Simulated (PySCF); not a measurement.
# ErF3(H2O): how tightly the ligands are held

Aim: take one ligand of each kind off ErF3(H2O), with both parts rigid, and scan its distance from the metal. The structure is generated, not taken from experiment.

Program: PySCF 2.14.0. Level of theory: BP86, Er lcecp-1-SVP with ECP57, F def2-SVP, O def2-SVP, H def2-SVP; scalar-relativistic core potentials, no spin–orbit coupling. These are calculated values, not measurements.

3 further runs of the same task are left out: 2 for a known fault of the program, 1 that didn't finish.

## 1. The system as given

7 atoms, charge 0, spin multiplicity 1.

Bond lengths: Er1–F2 2.014 Å, Er1–F3 2.011 Å, Er1–F4 2.014 Å, Er1–O5 2.385 Å, O5–H6 0.977 Å, O5–H7 0.977 Å. Angles: F2–Er1–F3 115.1°, F2–Er1–F4 118.2°, F2–Er1–O5 100.8°, F3–Er1–F4 115.1°, F3–Er1–O5 102.9°, F4–Er1–O5 100.8°, Er1–O5–H6 126.5°, Er1–O5–H7 126.5°, H6–O5–H7 106.6°.

As a file:

```csv
atom,x (Å),y (Å),z (Å)
Er1,0.0801,-0.0706,0.0706
F2,1.0877,1.3160,1.1279
F3,-1.2821,-1.1166,1.1166
F4,1.0877,-1.1279,-1.3160
O5,-1.2700,1.3199,-1.3199
H6,-1.6472,2.1888,-1.0811
H7,-1.6472,1.0811,-2.1888
```

Formal oxidation states: Er +3. Each metal's 11 4f electrons lie in its core potential, so multiplicities, spins and levels count the valence alone. An earlier session relaxed this geometry at BP86, Er lcecp-1-SVP with ECP57, F def2-SVP, O def2-SVP, H def2-SVP (singlet, point group Cs).

## 2. F taken off

The ligand (atom 2) keeps its formal charge and a closed shell where it can; ligand and rest are solved at the complex's geometry, in vacuum, with the settings of the relaxation.

```csv
part,charge,state,energy (Eh)
complex,0,singlet,-414.257350
ligand,-1,singlet,-99.684507
rest,1,singlet,-314.154022
```

Wall time 2.1 s (2 threads of Arm Neoverse V1, shared host).

## 3. Rigid scan of F

Atom 2 moves along the line from atom 1; the distance is to the donor, the donors' midpoint or the ring centre. Each point starts from the density of the one before.

```csv
distance (Å),energy from the relaxed point (eV)
1.71,1.414
1.81,0.532
1.91,0.113
2.01,0.000
2.11,0.084
2.21,0.294
2.41,0.903
2.71,1.944
3.11,3.191
3.61,4.341
```

Wall time 24 s (2 threads of Arm Neoverse V1, shared host).

## 4. H2O taken off

The ligand (atoms 5, 6, 7) keeps its formal charge and a closed shell where it can; ligand and rest are solved at the complex's geometry, in vacuum, with the settings of the relaxation.

```csv
part,charge,state,energy (Eh)
complex,0,singlet,-414.257350
ligand,0,singlet,-76.358685
rest,0,singlet,-337.847207
```

Wall time 1.2 s (2 threads of Arm Neoverse V1, shared host).

## 5. Rigid scan of H2O

Atoms 5, 6, 7 move together along the line from atom 1; the distance is to the donor, the donors' midpoint or the ring centre. Each point starts from the density of the one before.

```csv
distance (Å),energy from the relaxed point (eV)
2.09,0.400
2.19,0.150
2.29,0.032
2.39,0.000
2.49,0.023
2.59,0.079
2.79,0.237
3.09,0.490
3.49,0.763
3.99,0.988
```

It took 18 s on 2 threads of Arm Neoverse V1, shared host.

## 6. Summary of results

| quantity | value |
| --- | --- |
| taking off F | 11.40 eV |
| stiffness of the F contact | 19.8 eV/Å² |
| taking off H2O | 1.40 eV |
| stiffness of the H2O contact | 5.5 eV/Å² |

What this shows: Taking off F as a fragment of charge -1 costs 11.40 eV, much of it the attraction of the two charges. Near 2.01 Å the F contact has a stiffness of about 19.8 eV/Å², and the energy stands 4.34 eV higher at 3.61 Å. Taking off H2O as a fragment of charge +0 costs 1.40 eV. Near 2.39 Å the H2O contact has a stiffness of about 5.5 eV/Å², and the energy stands 0.99 eV higher at 3.99 Å. The free anion is solved without diffuse functions, no counterpoise correction is made, and the parts aren't relaxed; each of these makes the binding look larger. The bases are small and lack diffuse functions. Spin–orbit coupling is left out.
